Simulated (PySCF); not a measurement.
**Si₄H₁₀O: NMR shifts, electronic excitations and K edges in gas and solvents, part 1 of 2**

Aim: compute the NMR shifts, electronic excitations and K edges of Si₄H₁₀O (`O[SiH2][SiH]([SiH3])[SiH3]`), and see what a dielectric continuum does where one was used.

Computed with PySCF 2.14.0, with density-fitted response routines of our own, on a single molecule, in the gas phase or a continuum. Atoms are numbered from 0 throughout.

## (1) Starting geometry

15 atoms, charge 0, multiplicity 1; geometry from: GFN2-xTB. The atoms were then displaced at random by about 0.01 Å, so the start is not that level's minimum.

Bonds of the start (Å): O0–Si1 1.64, Si1–Si2 2.30, Si2–Si3 2.37, Si2–Si4 2.33, O0–H5 0.98, Si1–H6 1.46, Si1–H7 1.49, Si2–H8 1.52, Si3–H9 1.45, Si3–H10 1.47, Si3–H11 1.45, Si4–H12 1.44, Si4–H13 1.45, Si4–H14 1.47.

## (2) Optimising the geometry at PBE0-D3(BJ)/def2-SVP

What the job is given:

```
{"job": {"xc": "PBE0", "basis": "def2-SVP", "d3": "d3bj", "grid": 1, "shake": 0.01, "kind": "geom"}, "charge": 0, "multiplicity": 1}
O     -1.556150     0.653230    -1.669710
Si    -1.103310     1.679050    -0.478660
Si     0.344780     0.246840     0.585060
Si     2.207680    -0.363490    -0.744850
Si    -0.703730    -1.591320     1.549500
H     -2.215750     0.950490    -2.334610
H     -2.279670     2.135090     0.257010
H     -0.539720     2.914320    -1.087730
H      0.924880     1.049410     1.738100
H      3.158540    -1.186520    -0.017240
H      1.743720    -1.163010    -1.889820
H      2.927130     0.775540    -1.277820
H      0.150920    -2.346580     2.434310
H     -1.199850    -2.526290     0.554970
H     -1.874810    -1.244140     2.374250
```

Command:

```bash
$ OMP_NUM_THREADS=1 python probes_run.py task.json out
```

The driver reads the jobs from task.json and runs them one after another.

Standard output:

```text
step   0  E = -1238.23506133  max force = 0.037130
step   1  E = -1238.24677114  max force = 0.003082
step   2  E = -1238.24694773  max force = 0.001589
step   3  E = -1238.24714051  max force = 0.001006
step   4  E = -1238.24718058  max force = 0.001221
step   5  E = -1238.24721666  max force = 0.000755
step   6  E = -1238.24722529  max force = 0.000241
optimisation converged
```

It took 89 s on 1 thread of Arm Neoverse N1, shared host; peak memory 0.54 GiB.

Step by step:

```csv
step,energy from step 0 (eV),largest force component (eV/Å)
0,0.0000,1.9093
1,-0.3186,0.1585
2,-0.3234,0.0817
3,-0.3287,0.0517
4,-0.3298,0.0628
5,-0.3308,0.0388
6,-0.3310,0.0124
```

Close pairs (by a distance rule), those that changed most:

```csv
bond,before (Å),after (Å),change (Å)
Si4–H12,1.444,1.496,+0.052
Si3–H11,1.449,1.496,+0.047
Si3–H9,1.453,1.496,+0.043
Si4–H13,1.452,1.495,+0.042
Si1–H6,1.460,1.500,+0.040
Si1–Si2,2.298,2.336,+0.038
O0–Si1,1.636,1.673,+0.037
Si2–Si3,2.369,2.344,-0.025
```

The end geometry stands in the next job.

```csv
at the end point,value
"rotational constants (GHz, main isotopes)","1.651, 1.342, 0.916"
dipole moment (D),1.51
```

## (3) Nuclear shieldings: PBE0/pcSseg-1 in acetonitrile

What the job is given:

```
{"job": {"kind": "nmr", "xc": "PBE0", "basis": "pcSseg-1", "solvent": "acetonitrile", "pop": true}, "charge": 0, "multiplicity": 1}
O     -1.549190     0.574640    -1.766310
Si    -1.077802     1.606980    -0.536722
Si     0.418082     0.328093     0.722057
Si     2.127718    -0.388191    -0.712274
Si    -0.701026    -1.552435     1.559827
H     -2.173725     0.917694    -2.412377
H     -2.248822     2.056934     0.285970
H     -0.418039     2.840817    -1.077813
H      0.971104     1.160616     1.839394
H      3.138654    -1.208065     0.024920
H      1.521387    -1.224581    -1.791631
H      2.819175     0.782596    -1.336262
H      0.202862    -2.360835     2.435844
H     -1.138229    -2.399127     0.408504
H     -1.905837    -1.152784     2.350641
```

Method: GIAO PBE0/pcSseg-1 NMR shielding, non-relativistic, IEF-PCM acetonitrile.

Standard output:

```text
coarse grid: 13784 points
cycle   1  E = -1238.5007355932  dE = -1.351e-01  |g| = 6.785e-01  |ddm| = 3.360e+00
cycle   2  E = -1238.3754819197  dE =  1.253e-01  |g| = 1.061e+00  |ddm| = 1.531e+00
cycle   3  E = -1238.5814260541  dE = -2.059e-01  |g| = 5.246e-02  |ddm| = 1.095e+00
cycle   4  E = -1238.5819393469  dE = -5.133e-04  |g| = 8.642e-03  |ddm| = 4.998e-02
cycle   5  E = -1238.5819508381  dE = -1.149e-05  |g| = 2.097e-03  |ddm| = 1.183e-02
cycle   6  E = -1238.5819522000  dE = -1.362e-06  |g| = 4.732e-04  |ddm| = 3.755e-03
final grid: 112632 points
cycle   7  E = -1238.6176892625  dE = -1.271e-05  |g| = 5.035e-03  |ddm| = 1.403e-02
cycle   8  E = -1238.6176844589  dE =  4.804e-06  |g| = 7.179e-03  |ddm| = 8.416e-03
cycle   9  E = -1238.6176930774  dE = -8.619e-06  |g| = 4.256e-04  |ddm| = 5.436e-03
cycle  10  E = -1238.6176931022  dE = -2.474e-08  |g| = 5.601e-05  |ddm| = 3.536e-04
cycle  11  E = -1238.6176931029  dE = -7.537e-10  |g| = 1.773e-05  |ddm| = 1.067e-04
converged SCF energy = -1238.6176931029

GIAO shielding tensors (ppm)
atom      isotropic    diamagn.    paramagn.     s11        s22        s33       span
  0 O      337.311     390.914     -53.603    288.461    351.137    372.336     83.875
  1 Si     365.397     878.493    -513.096    296.767    347.011    452.414    155.647
  2 Si     484.251     883.091    -398.840    471.061    475.893    505.800     34.739
  3 Si     454.800     880.176    -425.377    444.847    453.178    466.373     21.525
  4 Si     454.644     880.140    -425.496    443.475    453.759    466.697     23.222
  5 H       29.911      28.930       0.981     20.688     23.606     45.440     24.752
  6 H       25.764      28.523      -2.759     22.574     24.232     30.485      7.912
  7 H       25.768      28.528      -2.760     22.577     24.220     30.506      7.929
  8 H       28.295      30.215      -1.920     24.811     25.314     34.761      9.950
  9 H       27.518      28.886      -1.367     23.880     25.477     33.197      9.317
 10 H       27.615      29.350      -1.735     24.361     26.202     32.282      7.921
 11 H       27.447      28.914      -1.466     23.888     25.280     33.174      9.287
 12 H       27.506      28.848      -1.342     23.895     25.434     33.188      9.293
 13 H       27.616      29.310      -1.694     24.378     26.142     32.329      7.951
 14 H       27.455      28.888      -1.433     23.862     25.318     33.184      9.322
```

Run time: 31 s. Hardware: 1 thread of Arm Neoverse N1, shared host; peak memory 0.88 GiB.

The references, computed at this level on geometries of the same kind, shield at (ppm): 1H TMS 31.24, 29Si TMS 351.8, 17O H2O 343.0. Their shielding less the atom's gives the shift. The references are single molecules in the same continuum, so shifts against H2O, NH3, PH3, H3PO4 or CFCl3 are not on the usual liquid scales and can be off by tens of ppm. Atoms listed in one row are averaged.

```csv
atoms,environment,σ (ppm),δ (ppm)
"H6, H7","hydrogen on a silicon bonded to O, Si",25.77,5.47
"H9, H10, H11, H12, H13, H14",hydrogen on a silicon bonded to Si,27.53,3.71
H8,hydrogen on a silicon bonded to 3 Si,28.30,2.94
H5,hydrogen on an oxygen bonded to Si,29.91,1.33
O0,"oxygen bonded to Si, H",337.3,5.7
Si1,"silicon bonded to O, Si, 2 H",365.4,-13.6
"Si3, Si4","silicon bonded to Si, 3 H",454.7,-102.9
Si2,"silicon bonded to 3 Si, H",484.3,-132.5
```

The run also stored atomic charges by several schemes (e):

```csv
atoms,Mulliken,IAO,Hirshfeld,ESP fit
O0,-0.60,-0.80,-0.32,-0.75
Si1,0.66,0.74,0.31,0.55
Si2,-0.32,-0.02,0.08,0.00
"Si3, Si4",0.25,0.30,0.21,0.21
```

Mayer bond orders: O0–Si1 0.98, Si1–Si2 0.86, Si2–Si3 0.89, Si2–Si4 0.89.

## (4) Shielding tensors: PBE0/pcSseg-1 in chloroform

Same as in step 3 but for these lines:

```diff
@@ -1,2 +1,2 @@
-{"job": {"kind": "nmr", "xc": "PBE0", "basis": "pcSseg-1", "solvent": "acetonitrile", "pop": true}, "charge": 0, "multiplicity": 1}
+{"job": {"kind": "nmr", "xc": "PBE0", "basis": "pcSseg-1", "solvent": "chloroform", "pop": false}, "charge": 0, "multiplicity": 1}
 O     -1.549190     0.574640    -1.766310
```

Method: GIAO PBE0/pcSseg-1 NMR shielding, non-relativistic, IEF-PCM chloroform.

Standard output:

```text
coarse grid: 13784 points
cycle   1  E = -1238.4977928089  dE = -1.323e-01  |g| = 6.821e-01  |ddm| = 3.361e+00
cycle   2  E = -1238.3657649922  dE =  1.320e-01  |g| = 1.078e+00  |ddm| = 1.571e+00
cycle   3  E = -1238.5796317820  dE = -2.139e-01  |g| = 5.460e-02  |ddm| = 1.137e+00
cycle   4  E = -1238.5802024388  dE = -5.707e-04  |g| = 9.291e-03  |ddm| = 5.524e-02
cycle   5  E = -1238.5802166604  dE = -1.422e-05  |g| = 2.417e-03  |ddm| = 1.302e-02
cycle   6  E = -1238.5802185346  dE = -1.874e-06  |g| = 5.140e-04  |ddm| = 4.276e-03
final grid: 112632 points
cycle   7  E = -1238.6159672478  dE = -1.261e-05  |g| = 5.085e-03  |ddm| = 1.409e-02
cycle   8  E = -1238.6159621970  dE =  5.051e-06  |g| = 7.300e-03  |ddm| = 8.628e-03
cycle   9  E = -1238.6159711532  dE = -8.956e-06  |g| = 4.353e-04  |ddm| = 5.594e-03
cycle  10  E = -1238.6159711796  dE = -2.637e-08  |g| = 6.129e-05  |ddm| = 3.815e-04
cycle  11  E = -1238.6159711806  dE = -9.582e-10  |g| = 1.846e-05  |ddm| = 1.151e-04
converged SCF energy = -1238.6159711806

GIAO shielding tensors (ppm)
atom      isotropic    diamagn.    paramagn.     s11        s22        s33       span
  0 O      336.427     390.484     -54.057    286.243    350.278    372.761     86.518
  1 Si     365.709     878.554    -512.845    296.419    347.606    453.102    156.683
  2 Si     484.348     883.113    -398.765    471.044    475.856    506.143     35.099
  3 Si     454.937     880.173    -425.236    445.285    453.031    466.493     21.208
  4 Si     454.770     880.139    -425.369    443.929    453.573    466.808     22.879
  5 H       30.194      29.114       1.080     21.033     23.996     45.553     24.520
  6 H       25.760      28.537      -2.777     22.559     24.244     30.478      7.919
  7 H       25.764      28.541      -2.777     22.563     24.231     30.498      7.935
  8 H       28.323      30.245      -1.921     24.849     25.346     34.775      9.926
  9 H       27.527      28.884      -1.357     23.886     25.488     33.208      9.322
 10 H       27.557      29.275      -1.718     24.283     26.140     32.247      7.964
 11 H       27.452      28.908      -1.456     23.885     25.293     33.179      9.293
 12 H       27.512      28.845      -1.332     23.899     25.442     33.197      9.298
 13 H       27.565      29.245      -1.680     24.310     26.086     32.299      7.989
 14 H       27.460      28.885      -1.425     23.862     25.331     33.188      9.326
```

It took 28 s on 1 thread of Arm Neoverse N1, shared host; peak memory 0.88 GiB.

This run: δ O0 4.5, Si1 -13.9, Si3 -103.0, Si2 -132.5, H6 5.48, H9 3.73 ppm (means over like atoms).

## (5) TDDFT and polarisability: B3LYP/def2-SVPD

Same as in step 4 but for these lines:

```diff
@@ -1,2 +1,2 @@
-{"job": {"kind": "nmr", "xc": "PBE0", "basis": "pcSseg-1", "solvent": "chloroform", "pop": false}, "charge": 0, "multiplicity": 1}
+{"job": {"kind": "uv", "xc": "B3LYP", "basis": "def2-SVPD", "dynamic": true, "nstates": 6, "ntriplets": 0}, "charge": 0, "multiplicity": 1}
 O     -1.549190     0.574640    -1.766310
```

Level: TDDFT B3LYP/def2-SVPD, vertical, gas phase, core orbitals frozen in the response.

Standard output:

```text
coarse grid: 13784 points
cycle   1  E = -1238.6519391338  dE = -1.241e-01  |g| = 7.126e-01  |ddm| = 4.206e+00
cycle   2  E = -1238.3867950758  dE =  2.651e-01  |g| = 1.349e+00  |ddm| = 1.699e+00
cycle   3  E = -1238.7488303384  dE = -3.620e-01  |g| = 6.556e-02  |ddm| = 1.111e+00
cycle   4  E = -1238.7499174986  dE = -1.087e-03  |g| = 2.112e-02  |ddm| = 1.563e-01
cycle   5  E = -1238.7500856246  dE = -1.681e-04  |g| = 6.571e-03  |ddm| = 5.882e-02
cycle   6  E = -1238.7501025909  dE = -1.697e-05  |g| = 7.496e-04  |ddm| = 1.441e-02
cycle   7  E = -1238.7501027455  dE = -1.547e-07  |g| = 2.553e-04  |ddm| = 1.746e-03
final grid: 112632 points
cycle   8  E = -1238.9121364687  dE = -1.246e-05  |g| = 1.070e-03  |ddm| = 4.017e-02
cycle   9  E = -1238.9121365166  dE = -4.782e-08  |g| = 1.027e-03  |ddm| = 4.727e-03
cycle  10  E = -1238.9121369316  dE = -4.150e-07  |g| = 1.132e-04  |ddm| = 2.408e-03
cycle  11  E = -1238.9121369362  dE = -4.587e-09  |g| = 4.407e-05  |ddm| = 2.904e-04
cycle  12  E = -1238.9121369367  dE = -5.682e-10  |g| = 2.075e-05  |ddm| = 8.663e-05
converged SCF energy = -1238.9121369367

Static polarisability (au): isotropic 127.069, principal 106.761 136.651 137.795

Singlet excitations
state   eV       nm        f      main configurations
  1   5.8822    210.8   0.05544   H->L 0.95
  2   5.9673    207.8   0.01218   H-1->L 0.96
  3   6.5019    190.7   0.00332   H->L+2 0.36, H->L+1 0.32, H-1->L+1 0.20
  4   6.5196    190.2   0.00370   H->L+1 0.53, H-1->L+1 0.19, H->L+2 0.18
  5   6.6000    187.9   0.00058   H-2->L 0.93
  6   6.7736    183.0   0.01812   H-1->L+2 0.54, H->L+3 0.18, H->L+4 0.15
```

Wall time 45 s (1 thread of Arm Neoverse N1, shared host); peak memory 0.95 GiB.

Frontier orbitals and where they lie:

```csv
orbital,eV,atoms
HOMO−3,-8.85,"Si2 30 %, H8 22 %, Si3 11 %"
HOMO−2,-8.62,"O0 44 %, Si1 22 %, H6 13 %"
HOMO−1,-7.71,"Si2 31 %, Si4 24 %, Si3 17 %"
HOMO,-7.65,"Si2 30 %, Si1 24 %, Si3 12 %"
LUMO,-0.88,"Si1 27 %, O0 16 %, Si2 16 %"
LUMO+1,-0.25,"Si4 23 %, Si3 22 %, Si2 19 %"
LUMO+2,-0.18,"Si2 22 %, Si1 17 %, Si4 14 %"
```

With each of the 6 states as a Gaussian band of 0.4 eV half-width at 1/e, the curve within the window shown has maxima at 210 nm (ε 2,800) L/(mol cm). Beyond the last state computed it falls off for lack of states. The curve at chosen wavelengths:

```json
{"nm": "175", "ε (L/mol/cm)": "464"}
{"nm": "177", "ε (L/mol/cm)": "619"}
{"nm": "180", "ε (L/mol/cm)": "831"}
{"nm": "182", "ε (L/mol/cm)": "933"}
{"nm": "184", "ε (L/mol/cm)": "996"}
{"nm": "187", "ε (L/mol/cm)": "1030"}
{"nm": "189", "ε (L/mol/cm)": "1039"}
{"nm": "192", "ε (L/mol/cm)": "1095"}
{"nm": "194", "ε (L/mol/cm)": "1195"}
{"nm": "196", "ε (L/mol/cm)": "1357"}
{"nm": "199", "ε (L/mol/cm)": "1709"}
{"nm": "201", "ε (L/mol/cm)": "1986"}
{"nm": "203", "ε (L/mol/cm)": "2261"}
{"nm": "206", "ε (L/mol/cm)": "2594"}
{"nm": "208", "ε (L/mol/cm)": "2722"}
{"nm": "210", "ε (L/mol/cm)": "2754"}
{"nm": "213", "ε (L/mol/cm)": "2621"}
{"nm": "215", "ε (L/mol/cm)": "2429"}
{"nm": "217", "ε (L/mol/cm)": "2178"}
{"nm": "220", "ε (L/mol/cm)": "1745"}
{"nm": "222", "ε (L/mol/cm)": "1451"}
{"nm": "225", "ε (L/mol/cm)": "1046"}
{"nm": "227", "ε (L/mol/cm)": "814"}
{"nm": "229", "ε (L/mol/cm)": "619"}
{"nm": "232", "ε (L/mol/cm)": "394"}
{"nm": "234", "ε (L/mol/cm)": "283"}
```

Ground-state properties from the same run:

```csv
property,computed
dipole moment (D),1.34
polarisability (Å³),18.83
HOMO–LUMO gap (eV),6.77
−ε(HOMO) (eV),7.65
C6 with itself (au),4947
```

(Continued in part 2 of 2.)
